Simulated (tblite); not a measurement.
# C4H16O18Si8: the cost of one run

Programs: tblite 0.8.0 and PySCF 2.14.0, with routines of our own; each step states its level. All values are computed. Atoms count from 0.

### 1 The starting structure

46 atoms, charge 0, multiplicity 1; geometry from: force field, distance geometry or constructed start.

### 2 Geometry optimisation with GFN2-xTB

The job: settings as JSON, then the geometry in Å.

```
{"job": {"kind": "relax", "xc": "GFN2-xTB", "basis": "xTB"}, "charge": 0, "multiplicity": 1}
C      0.650700     4.244600     1.597000
C      0.014100     3.828200     0.270400
Si    -0.287600     1.946300     0.101300
O     -0.953400     1.668100    -1.386100
Si    -1.512400     0.519700    -2.405500
O     -2.012000     1.294900    -3.786700
O     -2.816100    -0.238900    -1.789400
Si    -3.342700    -1.182800    -0.558600
O     -4.958000    -1.463800    -0.798900
O     -2.599300    -2.641300    -0.554800
Si    -1.148100    -3.384100    -0.403300
O     -1.406200    -5.012000    -0.563600
O     -0.127300    -2.935300    -1.590500
Si     0.688000    -1.678100    -2.257900
O      1.546000    -2.242400    -3.547100
O     -0.337000    -0.535600    -2.818900
O      1.756200    -1.030000    -1.198400
Si     1.936900    -0.281100     0.251000
C      3.797400     0.053100     0.541900
C      4.459600     0.943300    -0.501900
O      1.377900    -1.228300     1.472400
Si     0.070900    -1.984400     2.100800
O      0.568300    -2.760100     3.481800
O     -0.500200    -3.131100     1.076600
O     -1.090800    -0.912700     2.520900
Si    -2.136300     0.206900     1.948700
O     -2.986000     0.787000     3.238500
O     -3.194400    -0.439100     0.887100
O     -1.322800     1.472100     1.289600
O      1.149600     1.167200     0.250200
H      0.013800     3.974700     2.447100
H      1.622000     3.776400     1.744200
H      0.787600     5.331800     1.617000
H      0.667900     4.138000    -0.544600
H     -0.940900     4.341300     0.148600
H     -2.898100     1.674400    -3.726100
H     -5.412700    -1.851100    -0.039500
H     -1.606200    -5.287000    -1.470600
H      1.831600    -1.563300    -4.167200
H      3.905700     0.512100     1.529800
H      4.311500    -0.918400     0.570700
H      5.522800     1.073900    -0.264000
H      3.993200     1.933100    -0.541800
H      4.391800     0.502100    -1.507400
H      0.972400    -3.624500     3.315400
H     -2.449700     0.955800     4.022000
```

On the command line:

```console
$ OMP_NUM_THREADS=2 python large_run.py task.json out
```

This one command runs all jobs of the session in turn.

Q: Estimate the wall time and peak memory of this first job on 2 threads of Arm Neoverse N1, shared host.

About 3.9 s, with a peak of 0.18 GiB.
